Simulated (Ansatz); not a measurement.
# K4As: the cost of one run

Computed with Ansatz 0.2.0 (DFT PBE, scalar-relativistic, plane waves, PAW, unless a step's input says otherwise).

1 further run of the same task is left out (it didn't finish).

**1. Starting point**

Symmetry: P4/mmm, No. 123, tetragonal system. Conventional cell: a = 5.722 Å, b = 5.722 Å, c = 8.380 Å, α = 90.00°, β = 90.00°, γ = 90.00°. K (site symmetry 2mm) has 2 As at 3.39 Å and 1 K at 3.65 Å as nearest neighbours. As (site symmetry 4/mmm) is surrounded by 8 K at 3.39 Å.

As a file:

```cif
data_structure
_symmetry_space_group_name_H-M 'P 1'
_symmetry_Int_Tables_number 1
_cell_length_a 5.7215
_cell_length_b 5.7215
_cell_length_c 8.3796
_cell_angle_alpha 90.000
_cell_angle_beta 90.000
_cell_angle_gamma 90.000
_cell_volume 274.32
loop_
_atom_site_label
_atom_site_type_symbol
_atom_site_fract_x
_atom_site_fract_y
_atom_site_fract_z
_atom_site_occupancy
K1 K 0.50000 0.00000 0.21801 1
K2 K 0.00000 0.50000 0.78199 1
K3 K 0.50000 0.00000 0.78199 1
K4 K 0.00000 0.50000 0.21801 1
As1 As 0.00000 0.00000 0.00000 1
```

The cell was relaxed beforehand at this level, from a generated guess; it needn't be the stable form of this composition. At a tolerance of 0.05 Å it has space group P4/mmm (No. 123); it has 54.86 Å³/atom, an uncorrected energy of -0.21 eV/atom over the elements and, on its mesh, gap none (metal).

**2. Volume × 0.97**

input.yaml

```yaml
crystal:
  lattice:
    - [5.6637485618, 0.0, 0.0]
    - [0.0, 5.6637485618, 0.0]
    - [0.0, 0.0, 8.2949759632]
  atoms:
    - { symbol: K, position: [0.5, 0.0, 0.2180079831] }
    - { symbol: K, position: [0.0, 0.5, 0.7819920169] }
    - { symbol: K, position: [0.5, 0.0, 0.7819920169] }
    - { symbol: K, position: [0.0, 0.5, 0.2180079831] }
    - { symbol: As, position: [0.0, 0.0, 0.0] }
basis:
  ecutwfc: 420
kpoints:
  mp_grid: { grid: [8, 8, 6] }
hamiltonian:
  xc: pbe
scf:
  occupations: { method: gaussian, width: 0.1 }
output:
  forces: true
  stress: true
  eigenvalues: true
relax:
  adjacent_minimum: "off"
  f_tol: 0.01
  max_steps: 30
  cell: { stress_tol: 0.1, fix: [volume] }
```

Launch:

```
$ ansatz run input.yaml --threads 1 --pin off --max-ram 2048MiB --backend cpu --events-out ev --progress --plain --runs-dir out
```

What time and memory should one allow on 1 thread of AMD EPYC 9R45 (Zen 5), shared host?

About 34 s, with a peak of 0.76 GiB.
